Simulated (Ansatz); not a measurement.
# CHGa2 (sextet): the correlation ladder, cc-pVDZ

One table from this session's results is given with a row withheld; the runs are named, their logs left out.

Method: cc-pVDZ, core rule «outside noble gas», up to 29 orbitals frozen; program: Ansatz 0.2.0, Gaussian basis.

Plan: UHF; CCSD(T) on ROHF; CCSD(T) on UHF; BCCD(T) on ROHF; CISD as a restricted active space (open shells left free, so some higher excitations enter); CCSDT(Q) on ROHF; CCSDT(Q) on UHF.

33 further runs of the same task are left out: 4 for a known fault of the program, 12 that didn't finish, 17 set aside as unsound or not needed. Runs told in other sessions of the task aren't counted.

### The system

The geometry is a PBE0/def2-TZVP stationary point (not a proven minimum) of the parent state, kept for this charge and spin. No spin-orbit coupling is included. The filled d shell of Ga may be among the frozen orbitals whatever the setting's name suggests.

4 atoms, charge 0, spin multiplicity 6.

Atoms are counted from 1 here; the program's logs count them from 0.

Bond lengths: Ga1–C2 2.021 Å, C2–Ga3 2.001 Å, Ga3–H4 1.615 Å. Angles: Ga1–C2–Ga3 175.9°, C2–Ga3–H4 115.6°.

Set-up of the first run:

File in.yaml:

```yaml
crystal:
  periodic: [false, false, false]
  atoms:
    - {symbol: Ga, position_ang: [-0.000039, -0.311616, 2.680606]}
    - {symbol: C, position_ang: [0.000076, -0.414160, 0.662323]}
    - {symbol: Ga, position_ang: [-0.000040, -0.372809, -1.338163]}
    - {symbol: H, position_ang: [0.000002, 1.098586, -2.004765]}
basis:
  gaussian: {orbitals: cc-pVDZ}
magnetization: {spin_polarized: true, initial_magnetization: 5}
hamiltonian: {xc: hf}
output: {orbitals: {seedname: orbitals}}
```

Launch:

```console
$ ansatz run in.yaml --threads 1 --pin off --events-out ev --progress --plain --max-ram 2393MiB
```

Among the steps run: UHF; CCSD(T) on ROHF; CCSD(T) on UHF; BCCD(T) on ROHF; CISD as a restricted active space (open shells left free, so some higher excitations enter); CCSDT(Q) on ROHF; CCSDT(Q) on UHF.

One table of the session follows, with a row left open; its other results are not shown here.

It belongs to the step «Misses and costs». 

| method | from RCCSDT(Q) (kcal/mol) |
| --- | --- |
| ROHF | +128.20 |
| UHF | +121.09 |
| RMP2 | +28.19 |
| UMP2 | +28.54 |
| RCCSD | +6.29 |
| UCCSD | +5.50 |
| RCCSD(T) | ? |
| UCCSD(T) | +1.24 |
| BCCD(T) | +1.61 |
| RCCSDT | +0.40 |
| UCCSDT | -0.15 |
| RCCSDT(Q) | 0 |
| UCCSDT(Q) | -0.56 |

Q: Estimate the row for RCCSD(T) from the others.

**Answer.** from RCCSDT(Q) (kcal/mol): +1.72. In the column «from RCCSDT(Q) (kcal/mol)» it lies between BCCD(T) (+1.61) and UCCSD (+5.50).

Not comparable, so not listed: CISD as a restricted active space (open shells left free, so some higher excitations enter) (they don't share determinant, frozen orbitals or solution with the rows shown, or repeat one).

Limits of these values: Restricted and unrestricted rows rest on different reference determinants; a gap between their highest levels can come from leftover correlation error, from unlike frozen cores or from another state.
